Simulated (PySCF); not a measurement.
# C2H7BOSi: electronic excitations and core binding energies

Aim: predict the electronic excitations and core binding energies of C2H7BOSi (`C=CBO[SiH3]`).

The runs use PySCF 2.14.0, with density-fitted response routines of our own; the level of theory stands in each step. All values are computed, except where a source is named. Atoms count from 0, in the outputs and in this text.

**1. The molecule as given**

12 atoms, charge 0, multiplicity 1; geometry from: GFN2-xTB.

Bonds of the start (Å): C0–C1 1.33, C1–B2 1.56, B2–O3 1.32, O3–Si4 1.61, C0–H5 1.08, C0–H6 1.08, C1–H7 1.09, B2–H8 1.18, Si4–H9 1.47, Si4–H10 1.46, Si4–H11 1.46.

**2. Ultraviolet spectrum: CAM-B3LYP/def2-SVPD**

What the job is given:

```
{"job": {"kind": "uv", "xc": "CAM-B3LYP", "basis": "def2-SVPD", "nstates": 8, "ntriplets": 3}, "charge": 0, "multiplicity": 1}
C      2.490887    -0.045635    -0.658767
C      1.180369     0.110345    -0.498794
B      0.346447    -0.535072     0.657000
O     -0.957523    -0.339306     0.752337
Si    -2.379603     0.270065     0.301215
H      3.044140     0.409846    -1.466970
H      3.069333    -0.645179     0.026403
H      0.653589     0.726703    -1.221311
H      0.862844    -1.214433     1.471385
H     -2.271587     1.210018    -0.820423
H     -3.168567    -0.899694    -0.080859
H     -2.869129     0.951657     1.498182
```

With the program's defaults for keys left out, this is: TDDFT CAM-B3LYP/def2-SVPD, vertical, gas phase, core orbitals frozen in the response.

The run is started by

```sh
OMP_NUM_THREADS=1 python probes_run.py task.json out
```

This one command runs all jobs of the session in turn.

**Question.** This job is followed by: delta-SCF UKS SCAN, pcX-2 on the ionised atom, pcseg-1 elsewhere, spin-free X2C. Predict these results of the whole session: lowest singlet (CAM-B3LYP/def2-SVPD); brightest single state of those computed; lowest triplet; C1s binding energies, SCAN/pcX-2; B1s binding energies, SCAN/pcX-2; O1s binding energies, SCAN/pcX-2; Si1s binding energies, SCAN/pcX-2; Si2p binding energies, SCAN/pcX-2.

As calculated:

| quantity | value |
| --- | --- |
| lowest singlet (CAM-B3LYP/def2-SVPD) | 5.36 eV (231 nm), f = 0.001 |
| brightest single state of those computed | state 2, 6.55 eV, f = 0.480 |
| lowest triplet | 3.97 eV |
| C1s binding energies, SCAN/pcX-2 | C0 290.50, C1 289.98 eV |
| B1s binding energies, SCAN/pcX-2 | B2 196.20 eV |
| O1s binding energies, SCAN/pcX-2 | O3 538.31 eV |
| Si1s binding energies, SCAN/pcX-2 | Si4 1847.46 eV |
| Si2p binding energies, SCAN/pcX-2 | Si4 107.80 eV |

In words: The lowest singlet, at 5.36 eV, is HOMO−1→LUMO 0.89 and is weak; of the 8 states computed, the strongest absorption comes from state 2 at 6.55 eV. The lowest triplet lies 1.39 eV below the lowest singlet (triplets in Tamm-Dancoff, singlets in full TDDFT). The C1s levels kept as sound span 0.52 eV, from C1 (alkene CH) up to C0 (terminal =CH2 carbon).
